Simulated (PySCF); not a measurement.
**[WO3Br]−: other functionals and bases at one geometry**

Aim: see how levels, charges and forces of [WO3Br]− depend on the level of theory. The structure is generated, not taken from experiment.

The runs use PySCF 2.14.0; several levels, as the steps say, no spin–orbit coupling.

4 further runs of the same task are left out: 2 for a known fault of the program, 1 that didn't finish, 1 set aside as unsound or not needed.

## (1) Starting geometry

5 atoms, charge -1, spin multiplicity 1.

Bond lengths: W1–O2 1.760 Å, W1–O3 1.760 Å, W1–O4 1.760 Å, W1–Br5 2.535 Å. Angles: O2–W1–O3 108.6°, O2–W1–O4 108.6°, O2–W1–Br5 110.4°, O3–W1–O4 108.6°, O3–W1–Br5 110.4°, O4–W1–Br5 110.4°.

Coordinates:

| atom | x (Å) | y (Å) | z (Å) |
| --- | --- | --- | --- |
| W1 | 0.2842 | -0.2842 | 0.2842 |
| O2 | 1.3113 | 0.7095 | 1.3113 |
| O3 | -0.7095 | -1.3113 | 1.3113 |
| O4 | 1.3113 | -1.3113 | -0.7095 |
| Br5 | -1.1796 | 1.1796 | -1.1796 |

Formal oxidation states: W +6. An earlier session relaxed this geometry at TPSS, W def2-SVP with ECP60, O def2-SVP, Br def2-SVP (singlet, point group C3v).

At TPSS on the finer grid: E = -2866.699261 Eh, HOMO -1.85 eV, LUMO 3.01 eV, Mulliken charge on W1 +0.85 e, largest force component 0.020 eV/Å. 

Levels to run: r2SCAN; HF; TPSSh; wB97X; TPSS, TZVP; TPSS, x2c-SVP. Hardware: 2 threads of Arm Neoverse V1, shared host.

## (2) r2SCAN

File run.py (the lines that set the calculation):

```python
mol = gto.M(atom='''
W      0.28421    -0.28421     0.28421
O      1.31128     0.70950     1.31128
O     -0.70950    -1.31128     1.31128
O      1.31128    -1.31128    -0.70950
Br    -1.17961     1.17961    -1.17961''',
    basis={'W': 'def2-SVP', 'O': 'def2-SVP', 'Br': 'def2-SVP'},
    ecp={'W': 'def2-SVP'},
    charge=-1, spin=0)
mf = dft.RKS(mol, xc='R2SCAN')
mf.grids.atom_grid = (75, 302)
mf = mf.density_fit()  # fitting sets: W def2-universal-JKFIT, O def2-universal-JKFIT, Br def2-universal-JKFIT
mf.conv_tol = 1e-08; mf.max_cycle = 55
mf.kernel(dm0)  # dm0: the density of the relaxed state
```

The run is started by

```
> OMP_NUM_THREADS=2 python run.py
```

Standard output:

```text
init E= -2866.66728733919
  HOMO = -0.0806319535784311  LUMO = 0.110138289986099  gap/eV = 5.19112
cycle= 1 E= -2866.66809854145  delta_E= -0.000811  |g|= 0.068  |ddm|= 0.16
  HOMO = -0.077331613225231  LUMO = 0.103944524085155  gap/eV = 4.93277
cycle= 2 E= -2866.66298568503  delta_E= 0.00511  |g|= 0.171  |ddm|= 0.155
  HOMO = -0.0810601579599342  LUMO = 0.110097380635261  gap/eV = 5.20166
cycle= 3 E= -2866.66809161389  delta_E= -0.00511  |g|= 0.0562  |ddm|= 0.148
  HOMO = -0.0790450939248276  LUMO = 0.109506685894933  gap/eV = 5.13076
cycle= 4 E= -2866.6686543798  delta_E= -0.000563  |g|= 0.00485  |ddm|= 0.0398
  HOMO = -0.0795504205211605  LUMO = 0.109116088548671  gap/eV = 5.13388
cycle= 5 E= -2866.6686618969  delta_E= -7.52e-06  |g|= 0.000762  |ddm|= 0.00688
  HOMO = -0.0795019206079883  LUMO = 0.109207372745182  gap/eV = 5.13504
cycle= 6 E= -2866.6686620322  delta_E= -1.35e-07  |g|= 0.000134  |ddm|= 0.000804
  HOMO = -0.0795127476643671  LUMO = 0.109195603719496  gap/eV = 5.13502
cycle= 7 E= -2866.66866203519  delta_E= -3e-09  |g|= 7.62e-05  |ddm|= 0.000191
  HOMO = -0.0795100181171142  LUMO = 0.109195550294358  gap/eV = 5.13494
Extra cycle  E= -2866.66866201605  delta_E= 1.91e-08  |g|= 0.000309  |ddm|= 0.000274
converged SCF energy = -2866.66866201605
```

Run time: 6.5 s. Hardware: 2 threads of Arm Neoverse V1, shared host.

Result: E = -2866.668662 Eh, HOMO -2.16 eV, LUMO 2.97 eV, Mulliken charge on W1 +0.92 e, largest force component 0.366 eV/Å. 

## (3) HF

Edit run.py (the lines that set the calculation) of step 2 so:

```diff
@@ -9,4 +9,3 @@
     charge=-1, spin=0)
-mf = dft.RKS(mol, xc='R2SCAN')
-mf.grids.atom_grid = (75, 302)
+mf = scf.RHF(mol)
 mf = mf.density_fit()  # fitting sets: W def2-universal-JKFIT, O def2-universal-JKFIT, Br def2-universal-JKFIT
```

The run is started by

```
> OMP_NUM_THREADS=2 python run.py
```

Standard output:

```text
init E= -2863.01996850433
  HOMO = -0.251863873146538  LUMO = 0.255349031145482  gap/eV = 13.80197
cycle= 1 E= -2863.07239936972  delta_E= -0.0524  |g|= 0.325  |ddm|= 0.717
  HOMO = -0.268942983144594  LUMO = 0.213861972387391  gap/eV = 13.13779
cycle= 2 E= -2863.06473151215  delta_E= 0.00767  |g|= 0.364  |ddm|= 0.592
  HOMO = -0.270755881112143  LUMO = 0.24314184458982  gap/eV = 13.98387
cycle= 3 E= -2863.09166681388  delta_E= -0.0269  |g|= 0.0477  |ddm|= 0.309
  HOMO = -0.2686965828668  LUMO = 0.243723581197001  gap/eV = 13.94366
cycle= 4 E= -2863.09209211539  delta_E= -0.000425  |g|= 0.013  |ddm|= 0.0357
  HOMO = -0.269152221614495  LUMO = 0.243472218466653  gap/eV = 13.94922
cycle= 5 E= -2863.09215130522  delta_E= -5.92e-05  |g|= 0.00278  |ddm|= 0.0218
  HOMO = -0.269352183224591  LUMO = 0.24342370509376  gap/eV = 13.95334
cycle= 6 E= -2863.09215966041  delta_E= -8.36e-06  |g|= 0.00118  |ddm|= 0.00757
  HOMO = -0.269234040939814  LUMO = 0.243507772607351  gap/eV = 13.95242
cycle= 7 E= -2863.09216096312  delta_E= -1.3e-06  |g|= 0.000366  |ddm|= 0.00303
  HOMO = -0.269258374998474  LUMO = 0.243491067276311  gap/eV = 13.95262
cycle= 8 E= -2863.09216110255  delta_E= -1.39e-07  |g|= 0.000101  |ddm|= 0.00107
  HOMO = -0.269255629629784  LUMO = 0.243492443670657  gap/eV = 13.95259
cycle= 9 E= -2863.09216111289  delta_E= -1.03e-08  |g|= 3.25e-05  |ddm|= 0.000279
  HOMO = -0.269252884533236  LUMO = 0.243492450456858  gap/eV = 13.95251
cycle= 10 E= -2863.09216111431  delta_E= -1.42e-09  |g|= 1.33e-05  |ddm|= 0.000107
  HOMO = -0.269252265771949  LUMO = 0.243493077223248  gap/eV = 13.95251
Extra cycle  E= -2863.09216111445  delta_E= -1.43e-10  |g|= 9.59e-06  |ddm|= 2.53e-05
converged SCF energy = -2863.09216111445
```

Run time: 3.1 s. Hardware: 2 threads of Arm Neoverse V1, shared host.

Result: E = -2863.092161 Eh, HOMO -7.33 eV, LUMO 6.63 eV, Mulliken charge on W1 +1.51 e, largest force component 2.256 eV/Å. 

## (4) TPSSh

Edit run.py (the lines that set the calculation) of step 3 so:

```diff
@@ -9,3 +9,4 @@
     charge=-1, spin=0)
-mf = scf.RHF(mol)
+mf = dft.RKS(mol, xc='TPSSH')
+mf.grids.atom_grid = (75, 302)
 mf = mf.density_fit()  # fitting sets: W def2-universal-JKFIT, O def2-universal-JKFIT, Br def2-universal-JKFIT
```

The run is started by

```
> OMP_NUM_THREADS=2 python run.py
```

Standard output:

```text
init E= -2866.64420125512
  HOMO = -0.0924370253843405  LUMO = 0.12461991975157  gap/eV = 5.90642
cycle= 1 E= -2866.64353650485  delta_E= 0.000665  |g|= 0.0848  |ddm|= 0.116
  HOMO = -0.0877511300708936  LUMO = 0.109909475643235  gap/eV = 5.37862
cycle= 2 E= -2866.62627033286  delta_E= 0.0173  |g|= 0.305  |ddm|= 0.275
  HOMO = -0.093816091015222  LUMO = 0.118763163439206  gap/eV = 5.78458
cycle= 3 E= -2866.64497201065  delta_E= -0.0187  |g|= 0.0156  |ddm|= 0.211
  HOMO = -0.0919045487920256  LUMO = 0.120491032226311  gap/eV = 5.77958
cycle= 4 E= -2866.64500951718  delta_E= -3.75e-05  |g|= 0.00274  |ddm|= 0.017
  HOMO = -0.0921988249748262  LUMO = 0.12030324215525  gap/eV = 5.78248
cycle= 5 E= -2866.64501205157  delta_E= -2.53e-06  |g|= 0.000255  |ddm|= 0.00427
  HOMO = -0.0921987390892529  LUMO = 0.120309379825294  gap/eV = 5.78264
cycle= 6 E= -2866.64501207099  delta_E= -1.94e-08  |g|= 8.22e-05  |ddm|= 0.000373
  HOMO = -0.0921931878596309  LUMO = 0.12031682954977  gap/eV = 5.78269
cycle= 7 E= -2866.64501207143  delta_E= -4.43e-10  |g|= 6.77e-05  |ddm|= 0.000105
  HOMO = -0.0921921525478437  LUMO = 0.120312420701436  gap/eV = 5.78254
Extra cycle  E= -2866.64501205887  delta_E= 1.26e-08  |g|= 0.000254  |ddm|= 0.000225
converged SCF energy = -2866.64501205887
```

It took 6.3 s on 2 threads of Arm Neoverse V1, shared host.

Read off: E = -2866.645012 Eh, HOMO -2.51 eV, LUMO 3.27 eV, Mulliken charge on W1 +0.92 e, largest force component 0.313 eV/Å. 

## (5) wB97X

Edit run.py (the lines that set the calculation) of step 4 so:

```diff
@@ -9,3 +9,3 @@
     charge=-1, spin=0)
-mf = dft.RKS(mol, xc='TPSSH')
+mf = dft.RKS(mol, xc='WB97X')
 mf.grids.atom_grid = (75, 302)
```

The run is started by

```
> OMP_NUM_THREADS=2 python run.py
```

Standard output:

```text
init E= -2866.68772765311
  HOMO = -0.210836459058837  LUMO = 0.221434848615935  gap/eV = 11.76270
cycle= 1 E= -2866.69444047066  delta_E= -0.00671  |g|= 0.144  |ddm|= 0.284
  HOMO = -0.206295305577992  LUMO = 0.196955210531704  gap/eV = 10.97301
cycle= 2 E= -2866.6865454722  delta_E= 0.00789  |g|= 0.247  |ddm|= 0.299
  HOMO = -0.215404567864504  LUMO = 0.211192592716042  gap/eV = 11.60830
cycle= 3 E= -2866.6980830917  delta_E= -0.0115  |g|= 0.0279  |ddm|= 0.187
  HOMO = -0.212565981928194  LUMO = 0.211773741327818  gap/eV = 11.54687
cycle= 4 E= -2866.69820785241  delta_E= -0.000125  |g|= 0.00677  |ddm|= 0.0177
  HOMO = -0.212950042966071  LUMO = 0.2114952920929  gap/eV = 11.54975
cycle= 5 E= -2866.69822229446  delta_E= -1.44e-05  |g|= 0.000891  |ddm|= 0.0116
  HOMO = -0.212986821893974  LUMO = 0.211401087593969  gap/eV = 11.54818
cycle= 6 E= -2866.69822305516  delta_E= -7.61e-07  |g|= 0.000414  |ddm|= 0.00227
  HOMO = -0.212993405666621  LUMO = 0.211438945294725  gap/eV = 11.54939
cycle= 7 E= -2866.69822323014  delta_E= -1.75e-07  |g|= 0.000123  |ddm|= 0.00124
  HOMO = -0.213022264988394  LUMO = 0.211425186171714  gap/eV = 11.54980
cycle= 8 E= -2866.69822324417  delta_E= -1.4e-08  |g|= 3.93e-05  |ddm|= 0.000337
  HOMO = -0.213020615665466  LUMO = 0.211427931234381  gap/eV = 11.54983
cycle= 9 E= -2866.69822324627  delta_E= -2.1e-09  |g|= 1.08e-05  |ddm|= 0.000143
  HOMO = -0.213022637561622  LUMO = 0.211426837954563  gap/eV = 11.54986
Extra cycle  E= -2866.6982232464  delta_E= -1.32e-10  |g|= 6.36e-06  |ddm|= 2.6e-05
converged SCF energy = -2866.6982232464
```

It took 6.9 s on 2 threads of Arm Neoverse V1, shared host.

Read off: E = -2866.698223 Eh, HOMO -5.80 eV, LUMO 5.75 eV, Mulliken charge on W1 +0.94 e, largest force component 1.029 eV/Å. 

## (6) TPSS, TZVP

Basis: W def2-TZVP with ECP60, O def2-TZVP, Br def2-TZVP. 

File run.py (the lines that set the calculation):

```python
mol = gto.M(atom='''
W      0.28421    -0.28421     0.28421
O      1.31128     0.70950     1.31128
O     -0.70950    -1.31128     1.31128
O      1.31128    -1.31128    -0.70950
Br    -1.17961     1.17961    -1.17961''',
    basis={'W': 'def2-TZVP', 'O': 'def2-TZVP', 'Br': 'def2-TZVP'},
    ecp={'W': 'def2-TZVP'},
    charge=-1, spin=0)
mf = dft.RKS(mol, xc='TPSS')
mf.grids.atom_grid = (75, 302)
mf = mf.density_fit()  # fitting sets: W def2-universal-JKFIT, O def2-universal-JKFIT, Br def2-universal-JKFIT
mf.conv_tol = 1e-08; mf.max_cycle = 55
mf.kernel(dm0)  # dm0: free metal ions and neutral atoms
```

The run is started by

```
> OMP_NUM_THREADS=2 python run.py
```

Standard output:

```text
init E= -2945.38540689338
  HOMO = 0.0937541181251395  LUMO = 0.107217653499138  gap/eV = 0.36636
cycle= 1 E= -2850.33034662687  delta_E= 95.1  |g|= 12.8  |ddm|= 5.33
  HOMO = -0.0633109545628093  LUMO = -0.0621328203753268  gap/eV = 0.03206
cycle= 2 E= -2612.48253228532  delta_E=  238  |g|= 25.1  |ddm|= 59.9
  HOMO = -0.115615544178797  LUMO = -0.0944106062468918  gap/eV = 0.57702
cycle= 3 E= -2854.54028044599  delta_E= -242  |g|= 6.39  |ddm|= 59.5
  HOMO = 0.240935167908807  LUMO = 0.29752171865808  gap/eV = 1.53980
cycle= 4 E= -2744.71993346698  delta_E=  110  |g|= 16.3  |ddm|= 65.5
  HOMO = 0.116710724126117  LUMO = 0.305201581187572  gap/eV = 5.12910
cycle= 5 E= -2789.86271663275  delta_E= -45.1  |g|= 12.7  |ddm|= 62.5
  HOMO = 0.145511954410441  LUMO = 0.269197203604961  gap/eV = 3.36565
cycle= 6 E= -2800.41740622367  delta_E= -10.6  |g|= 11.3  |ddm|= 6.23
  HOMO = 0.150339285398454  LUMO = 0.157640638866599  gap/eV = 0.19868
cycle= 7 E= -2818.9330615137  delta_E= -18.5  |g|=   12  |ddm|= 8.15
  HOMO = 0.156462883976775  LUMO = 0.169135539376159  gap/eV = 0.34484
cycle= 8 E= -2814.1608124012  delta_E= 4.77  |g|= 11.7  |ddm|=  2.1
  HOMO = 0.154281437772182  LUMO = 0.162959474121989  gap/eV = 0.23614
cycle= 9 E= -2816.62910513299  delta_E= -2.47  |g|= 11.8  |ddm|= 0.942
  HOMO = 0.132040799656336  LUMO = 0.150346409242411  gap/eV = 0.49812
cycle= 10 E= -2832.52655461975  delta_E= -15.9  |g|= 10.1  |ddm|= 5.78
  HOMO = 0.0999842026509929  LUMO = 0.11091654775282  gap/eV = 0.29748
cycle= 11 E= -2863.19879575661  delta_E= -30.7  |g|= 3.79  |ddm|= 5.43
  HOMO = -0.135487645188469  LUMO = -0.0103780051143186  gap/eV = 3.40441
cycle= 12 E= -2866.74449699012  delta_E= -3.55  |g|= 2.08  |ddm|= 10.9
  HOMO = -0.0713332630919901  LUMO = 0.145485350866282  gap/eV = 5.89994
cycle= 13 E= -2866.48697818066  delta_E= 0.258  |g|= 1.84  |ddm|= 2.12
  HOMO = -0.0683790891739884  LUMO = 0.027730953775588  gap/eV = 2.61529
cycle= 14 E= -2866.78965347197  delta_E= -0.303  |g|= 1.43  |ddm|= 2.17
  HOMO = -0.0678044305988584  LUMO = 0.0914528051727145  gap/eV = 4.33361
cycle= 15 E= -2867.26920695773  delta_E= -0.48  |g|= 0.438  |ddm|= 1.08
  HOMO = -0.0751012533137682  LUMO = 0.0986714661316015  gap/eV = 4.72860
cycle= 16 E= -2867.30128473879  delta_E= -0.0321  |g|= 0.12  |ddm|= 0.24
  HOMO = -0.0748758584400436  LUMO = 0.0982552448842758  gap/eV = 4.71114
cycle= 17 E= -2867.30417814996  delta_E= -0.00289  |g|= 0.0515  |ddm|= 0.112
  HOMO = -0.0754577339744271  LUMO = 0.0998773607472031  gap/eV = 4.77111
cycle= 18 E= -2867.30474083557  delta_E= -0.000563  |g|= 0.00623  |ddm|= 0.0321
  HOMO = -0.0747767868022192  LUMO = 0.1006699249446  gap/eV = 4.77415
cycle= 19 E= -2867.30475010357  delta_E= -9.27e-06  |g|= 0.00192  |ddm|= 0.00571
  HOMO = -0.074796883441525  LUMO = 0.100607058400693  gap/eV = 4.77298
cycle= 20 E= -2867.30475067757  delta_E= -5.74e-07  |g|= 0.000527  |ddm|= 0.00125
  HOMO = -0.074817481134043  LUMO = 0.10061191623557  gap/eV = 4.77368
cycle= 21 E= -2867.30475073335  delta_E= -5.58e-08  |g|= 6.53e-05  |ddm|= 0.000281
  HOMO = -0.0748227628174839  LUMO = 0.100608226130046  gap/eV = 4.77372
cycle= 22 E= -2867.30475073428  delta_E= -9.3e-10  |g|= 6.31e-06  |ddm|= 5.36e-05
  HOMO = -0.0748230313551373  LUMO = 0.100608577148387  gap/eV = 4.77374
Extra cycle  E= -2867.30475073422  delta_E= 5.68e-11  |g|= 1.79e-05  |ddm|= 1.36e-05
converged SCF energy = -2867.30475073422
```

It took 29 s on 2 threads of Arm Neoverse V1, shared host.

Result: E = -2867.304751 Eh, HOMO -2.04 eV, LUMO 2.74 eV, Mulliken charge on W1 +1.29 e, largest force component 0.078 eV/Å. 

## (7) TPSS, x2c-SVP

Basis: W x2c-SVPall, O x2c-SVPall, Br x2c-SVPall. All electrons are treated, with the spin-free X2C Hamiltonian.

File run.py (the lines that set the calculation):

```python
mol = gto.M(atom='''
W      0.28421    -0.28421     0.28421
O      1.31128     0.70950     1.31128
O     -0.70950    -1.31128     1.31128
O      1.31128    -1.31128    -0.70950
Br    -1.17961     1.17961    -1.17961''',
    basis={'W': 'x2c-SVPall', 'O': 'x2c-SVPall', 'Br': 'x2c-SVPall'},
    nucmod='G',
    charge=-1, spin=0)
mf = dft.RKS(mol, xc='TPSS')
mf.grids.atom_grid = (99, 590)
mf = mf.density_fit()  # fitting sets: W AutoAux, O AutoAux, Br AutoAux
mf = mf.sfx2c1e()
mf.conv_tol = 1e-08; mf.max_cycle = 55
mf.kernel(dm0)  # dm0: free metal ions and neutral atoms
```

The run is started by

```
> OMP_NUM_THREADS=2 python run.py
```

Standard output:

```text
init E= -19056.3239134123
  HOMO = 0.0968772306772632  LUMO = 0.111290531042167  gap/eV = 0.39221
cycle= 1 E= -18957.3080811448  delta_E=   99  |g|= 12.3  |ddm|= 6.13
  HOMO = 0.68245913582193  LUMO = 0.688516843051099  gap/eV = 0.16484
cycle= 2 E= -18673.6019926058  delta_E=  284  |g|= 34.9  |ddm|= 91.2
cycle= 3 E= -18922.1377983466  delta_E= -249  |g|= 12.8  |ddm|= 85.5
  HOMO = -0.0761811371519254  LUMO = -0.0620634928559878  gap/eV = 0.38416
cycle= 4 E= -18951.0848814618  delta_E= -28.9  |g|= 6.57  |ddm|= 17.5
  HOMO = 0.121623326401246  LUMO = 0.123088430224838  gap/eV = 0.03987
cycle= 5 E= -18924.9410936261  delta_E= 26.1  |g|= 11.6  |ddm|= 14.7
  HOMO = 0.150050803850942  LUMO = 0.171601518901042  gap/eV = 0.58642
cycle= 6 E= -18954.7797307373  delta_E= -29.8  |g|= 8.54  |ddm|= 8.28
  HOMO = 0.0848283752485849  LUMO = 0.121143845418089  gap/eV = 0.98819
cycle= 7 E= -18965.4704637117  delta_E= -10.7  |g|= 5.91  |ddm|= 5.65
  HOMO = 0.0464148903237103  LUMO = 0.0834254702177695  gap/eV = 1.00711
cycle= 8 E= -18967.6700422037  delta_E= -2.2  |g|=  4.9  |ddm|= 5.44
  HOMO = 0.121901244841654  LUMO = 0.149250096003579  gap/eV = 0.74420
cycle= 9 E= -18963.579848048  delta_E= 4.09  |g|= 4.66  |ddm|= 6.83
  HOMO = 0.0499002633602874  LUMO = 0.0828094667383983  gap/eV = 0.89551
cycle= 10 E= -18972.2852011595  delta_E= -8.71  |g|= 2.81  |ddm|= 8.98
  HOMO = -0.0823885006040541  LUMO = 0.0379886443532263  gap/eV = 3.27563
cycle= 11 E= -18973.7923928844  delta_E= -1.51  |g|=  1.2  |ddm|= 2.72
  HOMO = -0.0171491636371091  LUMO = 0.0610467248274311  gap/eV = 2.12782
cycle= 12 E= -18971.8755690466  delta_E= 1.92  |g|= 3.25  |ddm|= 2.66
  HOMO = -0.0761928198370534  LUMO = 0.108281956091543  gap/eV = 5.01981
cycle= 13 E= -18974.0662698815  delta_E= -2.19  |g|= 0.541  |ddm|= 2.15
  HOMO = -0.0840658684130858  LUMO = 0.0726352635757062  gap/eV = 4.26405
cycle= 14 E= -18974.0722367901  delta_E= -0.00597  |g|= 0.511  |ddm|= 0.579
  HOMO = -0.067054602875162  LUMO = 0.0987900443665356  gap/eV = 4.51286
cycle= 15 E= -18974.1269648085  delta_E= -0.0547  |g|= 0.122  |ddm|= 0.454
  HOMO = -0.0726705949560085  LUMO = 0.0960818186970588  gap/eV = 4.59199
cycle= 16 E= -18974.1298243811  delta_E= -0.00286  |g|= 0.0282  |ddm|= 0.0823
  HOMO = -0.0719379640158291  LUMO = 0.0973625013964903  gap/eV = 4.60690
cycle= 17 E= -18974.1299417916  delta_E= -0.000117  |g|= 0.0159  |ddm|= 0.0199
  HOMO = -0.0727590308323407  LUMO = 0.0972699302770486  gap/eV = 4.62672
cycle= 18 E= -18974.1299913026  delta_E= -4.95e-05  |g|= 0.00295  |ddm|= 0.0122
  HOMO = -0.0726664568742788  LUMO = 0.0974056075565204  gap/eV = 4.62790
cycle= 19 E= -18974.1299931629  delta_E= -1.86e-06  |g|= 0.000674  |ddm|= 0.00248
  HOMO = -0.0727104817924236  LUMO = 0.0973806304010653  gap/eV = 4.62841
cycle= 20 E= -18974.1299932977  delta_E= -1.35e-07  |g|= 0.000173  |ddm|= 0.000897
  HOMO = -0.0727102082244357  LUMO = 0.0973819328859219  gap/eV = 4.62844
cycle= 21 E= -18974.129993303  delta_E= -5.24e-09  |g|= 2.33e-05  |ddm|= 0.000133
  HOMO = -0.0727105935872316  LUMO = 0.0973783876420638  gap/eV = 4.62836
Extra cycle  E= -18974.1299933021  delta_E= 8.99e-10  |g|= 7.03e-05  |ddm|= 6.55e-05
converged SCF energy = -18974.1299933021
```

Run time: 51 s. Hardware: 2 threads of Arm Neoverse V1, shared host.

It gives: E = -18974.129993 Eh, HOMO -1.98 eV, LUMO 2.65 eV, Mulliken charge on W1 +0.67 e, largest force component 0.612 eV/Å. 

## (8) All levels side by side

| level | state | HOMO (eV) | gap (eV) | charge on W1 (e) | dipole (D) | largest force component (eV/Å) | basis functions | time |
| --- | --- | --- | --- | --- | --- | --- | --- | --- |
| TPSS (relaxed here) | singlet | -1.85 | 4.86 | 0.85 | 2.97 | 0.02 | 106 | 21 s |
| r2SCAN | singlet | -2.16 | 5.13 | 0.92 | 3.05 | 0.37 | 106 | 6.5 s |
| HF | singlet | -7.33 | 13.95 | 1.51 | 3.91 | 2.26 | 106 | 3.1 s |
| TPSSh | singlet | -2.51 | 5.78 | 0.92 | 3.05 | 0.31 | 106 | 6.3 s |
| wB97X | singlet | -5.80 | 11.55 | 0.94 | 3.21 | 1.03 | 106 | 6.9 s |
| TPSS, TZVP | singlet | -2.04 | 4.77 | 1.29 | 3.02 | 0.08 | 181 | 29 s |
| TPSS, x2c-SVP | singlet | -1.98 | 4.63 | 0.67 | 3.06 | 0.61 | 140 | 51 s |

Times are on 2 threads of Arm Neoverse V1, shared host; the first row also made further properties. The dipole of a charged species depends on the origin, so these sizes hold for this origin alone.

In one basis the HOMO–LUMO gap runs from 4.86 eV (TPSS) to 13.95 eV (HF). The largest leftover force, 2.26 eV/Å with HF, stands at a geometry relaxed at another level. The Mulliken charge on W spans +0.67 to +1.51 e over the levels. Total energies of different levels can't be compared. Spin–orbit coupling is left out throughout.
